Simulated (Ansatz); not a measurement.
**B3H5Se: how energies converge with the basis set**

The task here is to estimate one member of a computed series from the others.

Computed with Ansatz 0.2.0, Gaussian basis. Level: one geometry, several basis sets.

Levels to be run: PBE0-D4/def2-SVP; ωB97M-V/def2-SVP; PBE0-D4/def2-QZVPP; ωB97M-V/def2-QZVPP; the functionals' def2-TZVPP values are taken from earlier runs.

## The geometry

An earlier PBE0-D4 in a triple-zeta def2 set relaxation fixed the geometry.

SMILES `BBB[SeH]`, 9 atoms, charge 0, spin multiplicity 1.

Atoms are counted from 1 here; the program's logs count them from 0.

Bond lengths: B1–B2 1.624 Å, B1–H5 1.199 Å, B1–H6 1.201 Å, B2–B3 1.646 Å, B2–H7 1.206 Å, B3–Se4 1.914 Å, B3–H8 1.196 Å, Se4–H9 1.470 Å. Angles: B2–B1–H5 122.9°, B2–B1–H6 120.5°, H5–B1–H6 116.6°, B1–B2–B3 125.1°, B1–B2–H7 117.8°, B3–B2–H7 117.2°, B2–B3–Se4 122.4°, B2–B3–H8 120.2°, Se4–B3–H8 117.4°, B3–Se4–H9 97.5°.

Geometry (Å):

```
B    -0.4066    1.0026   -1.5388
B     0.6395    0.3059   -0.5102
B     0.2335   -0.7698    0.6682
Se   -0.3061   -0.2174    2.4195
H    -0.7243    0.5027   -2.5813
H    -0.9088    2.0607   -1.2743
H     1.8096    0.5714   -0.6336
H     0.2582   -1.9444    0.4446
H    -0.5064   -1.5578    2.9889
```

Set-up of the first run:

Input file in.yaml:

```yaml
crystal:
  periodic: [false, false, false]
  atoms:
    - {symbol: B, position_ang: [-0.406622, 1.002572, -1.538763]}
    - {symbol: B, position_ang: [0.639539, 0.305852, -0.510204]}
    - {symbol: B, position_ang: [0.233473, -0.769828, 0.668204]}
    - {symbol: Se, position_ang: [-0.306142, -0.217447, 2.419483]}
    - {symbol: H, position_ang: [-0.724343, 0.502747, -2.581316]}
    - {symbol: H, position_ang: [-0.908821, 2.060667, -1.274337]}
    - {symbol: H, position_ang: [1.809583, 0.571359, -0.633638]}
    - {symbol: H, position_ang: [0.258237, -1.944382, 0.444568]}
    - {symbol: H, position_ang: [-0.506405, -1.557840, 2.988904]}
basis:
  gaussian: {orbitals: def2-SVP}
hamiltonian: {xc: pbe0, dispersion: d4}
output: {orbitals: {seedname: orbitals}}
```

Command:

```console
ansatz run in.yaml --threads 2 --pin off --events-out ev --progress --plain --max-ram 4352MiB
```

Among the steps run: PBE0-D4 in def2-SVP; ωB97M-V in def2-SVP; PBE0-D4 in def2-QZVPP; ωB97M-V in def2-QZVPP.

One of the session's tables, all rows but one given; the rest of the session is left out.

It belongs to the step «Density functionals: the series». 

```
functional       basis  HOMO (eV)  LUMO (eV)
   PBE0-D4    def2-SVP      -7.56      -1.70
   PBE0-D4  def2-TZVPP          ?          ?
   PBE0-D4  def2-QZVPP      -7.65      -1.81
   ωB97M-V    def2-SVP      -9.66       0.32
   ωB97M-V  def2-TZVPP      -9.77       0.11
   ωB97M-V  def2-QZVPP      -9.77       0.07
```

Estimate the missing values for PBE0-D4, def2-TZVPP.

**Answer.** HOMO (eV): -7.64; LUMO (eV): -1.79. In the column «HOMO (eV)» it lies between PBE0-D4, def2-QZVPP (-7.65) and PBE0-D4, def2-SVP (-7.56).
